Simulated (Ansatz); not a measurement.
# C₂H₉GaGeO: up Jacob's ladder to CCSD(T)

An exercise on one series of results from a longer session: the logs are not shown, and one member is left open.

Computed with Ansatz 0.2.0, Gaussian basis. Level: functionals in def2-TZVPP, the program's frozen cores in correlated methods.

Plan: LDA (SPW92), PBE-D4, revPBE-D4, BLYP-D4, r2SCAN-D4, B97M-V, PBE0-D4, B3LYP-D4, r2SCANh-D4, r2SCAN0-D4, HSE06-D4, BHLYP-D4, CAM-B3LYP-D4, LC-ωPBE, ωB97X-V, ωB97M-V, B2PLYP, PBE-QIDH; CCSD(T)/def2-SVP; MP2/def2-TZVPP; MP2/def2-QZVPP; RPA on PBE.

**The geometry**

All runs share one geometry, relaxed beforehand with PBE0-D4 in a triple-zeta def2 set.

SMILES `[CH3][GeH2][O][CH2][GaH2]`, 14 atoms, charge 0, spin multiplicity 1.

Atoms are counted from 1 here; the program's logs count them from 0.

Bond lengths: C1–Ge2 1.941 Å, C1–H6 1.092 Å, C1–H7 1.090 Å, C1–H8 1.091 Å, Ge2–O3 1.801 Å, Ge2–H9 1.542 Å, Ge2–H10 1.535 Å, O3–C4 1.460 Å, C4–Ga5 1.968 Å, C4–H11 1.093 Å, C4–H12 1.091 Å, Ga5–H13 1.566 Å, Ga5–H14 1.568 Å. Angles: Ge2–C1–H6 110.2°, Ge2–C1–H7 110.0°, Ge2–C1–H8 110.0°, H6–C1–H7 108.9°, H6–C1–H8 108.6°, H7–C1–H8 109.0°, C1–Ge2–O3 107.8°, C1–Ge2–H9 111.9°, C1–Ge2–H10 113.8°, O3–Ge2–H9 106.7°, O3–Ge2–H10 104.1°, H9–Ge2–H10 112.0°, Ge2–O3–C4 119.6°, O3–C4–Ga5 79.2°, O3–C4–H11 111.8°, O3–C4–H12 110.4°, Ga5–C4–H11 118.1°, Ga5–C4–H12 122.2° and more.

The first run:

in.yaml

```yaml
crystal:
  periodic: [false, false, false]
  atoms:
    - {symbol: C, position_ang: [-1.992922, 1.057280, 0.771941]}
    - {symbol: Ge, position_ang: [-0.578472, 1.090210, -0.557379]}
    - {symbol: O, position_ang: [0.776819, 0.075163, 0.056902]}
    - {symbol: C, position_ang: [0.593759, -1.366439, 0.193559]}
    - {symbol: Ga, position_ang: [2.476215, -1.285242, -0.375915]}
    - {symbol: H, position_ang: [-2.846530, 1.645133, 0.429583]}
    - {symbol: H, position_ang: [-1.631226, 1.473514, 1.712490]}
    - {symbol: H, position_ang: [-2.322440, 0.031253, 0.940248]}
    - {symbol: H, position_ang: [-1.028579, 0.465548, -1.892957]}
    - {symbol: H, position_ang: [0.052346, 2.475576, -0.754983]}
    - {symbol: H, position_ang: [-0.143688, -1.751615, -0.516041]}
    - {symbol: H, position_ang: [0.306519, -1.617218, 1.215227]}
    - {symbol: H, position_ang: [3.587945, -1.032197, 0.697360]}
    - {symbol: H, position_ang: [2.750254, -1.260957, -1.920043]}
basis:
  gaussian: {orbitals: def2-TZVPP}
hamiltonian: {xc: lda}
output: {orbitals: {seedname: orbitals}}
```

The run is started by

```console
$ ansatz run in.yaml --threads 4 --pin off --events-out ev --progress --plain --max-ram 10444MiB
```

Steps of the session up to this table: LDA; PBE-D4 (GGA); revPBE-D4 (GGA); BLYP-D4 (GGA); r2SCAN-D4 (meta-GGA); B97M-V (meta-GGA); B3LYP-D4 (hybrid); r2SCANh-D4 (hybrid); r2SCAN0-D4 (hybrid); HSE06-D4 (hybrid); BHLYP-D4 (hybrid); CAM-B3LYP-D4 (range-separated); LC-ωPBE (range-separated); ωB97X-V (range-separated); ωB97M-V (range-separated); B2PLYP (double hybrid); PBE-QIDH (double hybrid).

One table of the session follows, with a row left open; its other results are not shown here.

It belongs to the step «Orbital energies across the functionals». 

```
  functional  HOMO (eV)  gap (eV)
 LDA (SPW92)      -5.85      4.13
      PBE-D4      -5.70      4.24
   revPBE-D4      -5.63      4.30
     BLYP-D4      -5.58      4.21
   r2SCAN-D4      -5.93      4.77
      B97M-V      -6.04      4.66
     PBE0-D4      -6.90      6.27
    B3LYP-D4      -6.71      5.83
  r2SCANh-D4      -6.38      5.51
  r2SCAN0-D4      -7.06      6.61
    HSE06-D4      -6.50      5.50
    BHLYP-D4      -8.04      8.20
CAM-B3LYP-D4      -8.26      8.55
     LC-ωPBE      -9.58     11.06
     ωB97X-V          ?         ?
     ωB97M-V      -9.13     10.19
```

**Question.** Estimate the row for ωB97X-V.

The run gave: HOMO (eV): -9.24; gap (eV): 10.55. In the column «HOMO (eV)» it lies between LC-ωPBE (-9.58) and ωB97M-V (-9.13).
